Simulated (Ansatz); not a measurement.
# Na2CdAuC6N6: a trial structure relaxed

The task: take a trial cell of Na2CdAuC6N6 to zero force and stress.

Method: DFT PBE, scalar-relativistic, plane waves, PAW, in Ansatz 0.2.0.

**1. The system as given**

Symmetry: Fm-3m, No. 225, cubic system. The conventional cell has a = 10.357 Å, b = 10.357 Å, c = 10.357 Å, α = 90.00°, β = 90.00°, γ = 90.00°. Na (site symmetry -43m) is surrounded by 12 N at 3.71 Å and 12 C at 3.71 Å. Cd (site symmetry m-3m) is surrounded by 6 C at 2.00 Å. Around C (site symmetry 4mm) lie 1 N at 1.17 Å. Au (site symmetry m-3m) has 6 N at 2.01 Å as nearest neighbours. Around N (site symmetry 4mm) lie 1 C at 1.17 Å.

Coordinates:

```cif
data_structure
_symmetry_space_group_name_H-M 'P 1'
_symmetry_Int_Tables_number 1
_cell_length_a 7.3235
_cell_length_b 7.3235
_cell_length_c 7.3235
_cell_angle_alpha 60.000
_cell_angle_beta 60.000
_cell_angle_gamma 60.000
_cell_volume 277.74
loop_
_atom_site_label
_atom_site_type_symbol
_atom_site_fract_x
_atom_site_fract_y
_atom_site_fract_z
_atom_site_occupancy
Na1 Na 0.25000 0.25000 0.25000 1
Na2 Na 0.75000 0.75000 0.75000 1
Cd1 Cd 0.00000 0.00000 0.00000 1
C1 C 0.80680 0.19320 0.19320 1
C2 C 0.19320 0.80680 0.19320 1
C3 C 0.19320 0.19320 0.80680 1
C4 C 0.19320 0.80680 0.80680 1
C5 C 0.80680 0.19320 0.80680 1
C6 C 0.80680 0.80680 0.19320 1
Au1 Au 0.50000 0.50000 0.50000 1
N1 N 0.69383 0.30617 0.30617 1
N2 N 0.30617 0.69383 0.30617 1
N3 N 0.30617 0.30617 0.69383 1
N4 N 0.30617 0.69383 0.69383 1
N5 N 0.69383 0.30617 0.69383 1
N6 N 0.69383 0.69383 0.30617 1
```

The cell is invented: cyanide-bridged rock-salt net of two metals, 2 guest cations a cell (Fm-3m, No. 225). Its size is a rough estimate.

**2. The guess as it stands, on a coarse mesh**

input.yaml reads:

```yaml
crystal:
  lattice:
    - [0.0, 5.1785, 5.1785]
    - [5.1785, 0.0, 5.1785]
    - [5.1785, 5.1785, 0.0]
  atoms:
    - { symbol: Na, position: [0.25, 0.25, 0.25] }
    - { symbol: Na, position: [0.75, 0.75, 0.75] }
    - { symbol: Cd, position: [0.0, 0.0, 0.0] }
    - { symbol: C, position: [0.80679734, 0.19320266, 0.19320266] }
    - { symbol: C, position: [0.19320266, 0.80679734, 0.19320266] }
    - { symbol: C, position: [0.19320266, 0.19320266, 0.80679734] }
    - { symbol: C, position: [0.19320266, 0.80679734, 0.80679734] }
    - { symbol: C, position: [0.80679734, 0.19320266, 0.80679734] }
    - { symbol: C, position: [0.80679734, 0.80679734, 0.19320266] }
    - { symbol: Au, position: [0.5, 0.5, 0.5] }
    - { symbol: "N", position: [0.69383026, 0.30616974, 0.30616974] }
    - { symbol: "N", position: [0.30616974, 0.69383026, 0.30616974] }
    - { symbol: "N", position: [0.30616974, 0.30616974, 0.69383026] }
    - { symbol: "N", position: [0.30616974, 0.69383026, 0.69383026] }
    - { symbol: "N", position: [0.69383026, 0.30616974, 0.69383026] }
    - { symbol: "N", position: [0.69383026, 0.69383026, 0.30616974] }
basis:
  ecutwfc: 420
kpoints:
  mp_grid: { grid: [4, 4, 4] }
hamiltonian:
  xc: pbe
scf:
  occupations: { method: gaussian, width: 0.1 }
  lower_state_search: "off"
output:
  forces: true
  stress: true
  eigenvalues: true
```

Started as:

```bash
$ ansatz run input.yaml --threads 1 --pin off --max-ram 2560MiB --backend cpu --events-out ev --progress --plain --runs-dir out
```

Further runs follow: spin check on a coarse mesh; a loose first relaxation; full relaxation.

**Question.** What will these runs give? Wanted: conventional cell; volume; energy over the elements; gap on the mesh; total moment.

The runs gave:

```
                                                              quantity                                                                         value
                                symmetry at the end (tolerance 0.05 Å)                                                   space group Fm-3m (No. 225)
                                                     conventional cell  a = 11.777 Å, b = 11.777 Å, c = 11.777 Å, α = 90.00°, β = 90.00°, γ = 90.00°
                                                                volume                                                                 25.52 Å³/atom
energy over the elements (uncorrected; H, N, O, F and Cl as molecules)                                                                 +0.60 eV/atom
                                                       gap on the mesh                                                                  none (metal)
                                                          total moment                                                                  1.00 μB/cell
```

**Reading.** The space group Fm-3m (No. 225) is kept, and the volume per atom grows by 47.0 % from the first guess. The formation energy is positive, so the separate elements lie lower. No finished test with a distortion of lower symmetry is shown, so the end may be a saddle point. The runs treat Au without spin-orbit coupling. Other magnetic orders were not searched.
